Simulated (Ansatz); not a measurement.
Fe3SnSb:

```
Sb Sn Fe
1.0
     4.21031    0.00000    0.00000
    -2.10515    3.64623    0.00000
     0.00000    0.00000    5.39965
Sb Sn Fe
1 1 3
Direct
  0.33333 0.66667 0.82047
  0.00000 0.00000 0.17868
  0.66667 0.33333 0.49756
  0.33333 0.66667 0.34187
  0.00000 0.00000 0.66141
```

The cell comes from a database or a generator and needn't be the stable form of this composition.

* Program: Ansatz 0.2.0
* Task: single point
* Functional: PBE
* Potentials or basis: Ansatz PAW
* Cutoff: 420 eV (not typed: the program's choice for these potentials)
* k mesh: 7 × 7 × 5
* Occupations: fermi-dirac, width 0.05 eV
* Spin: collinear spin, ferromagnetic start
* Starting moments: [0.0, 0.0, 3.0, 3.0, 3.0] μB

On this cell: pressure 0.6 GPa; largest force 0.035 eV/Å; net moment 5.83 μB per cell; site moments Sb -0.03; Sn -0.05; Fe +2.69, +1.78, +1.56 μB; band gap on the k mesh none (metal or under the smearing width).

The same run follows on a disturbed copy (atoms moved at random, drawn with an rms of 0.05 Å):

```
CELL_PARAMETERS angstrom
4.21031 0.00000 0.00000
-2.10515 3.64623 0.00000
0.00000 0.00000 5.39965
ATOMIC_POSITIONS crystal
Sb 0.32813 0.66987 0.81877
Sn 0.98972 0.99530 0.17412
Fe 0.66939 0.34292 0.49931
Fe 0.33772 0.66498 0.33909
Fe 0.99945 0.99404 0.65494
```

Question: What does the disturbed cell give?

Answer: The energy (extrapolated to zero smearing) moves by +5.4 meV/atom; pressure 0.7 GPa; largest force 0.406 eV/Å; net moment 5.83 μB per cell; site moments Sb -0.03; Sn -0.04; Fe +2.68, +1.78, +1.55 μB; band gap on the k mesh none (metal or under the smearing width).

Forces in eV/Å, atoms in the order of the input:
```
Sb   0.223 -0.199 -0.032
Sn   0.328  0.190 -0.012
Fe   0.043 -0.258 -0.108
Fe  -0.374 -0.042  0.008
Fe  -0.219  0.309  0.145
```

Stress tensor (GPa, compression positive):
```
 1.07  0.22 -0.07
 0.22 -0.24 -0.24
-0.07 -0.24  1.28
```

Caveats: only a ferromagnetic start was run, and an antiferromagnetic order may lie lower in energy.
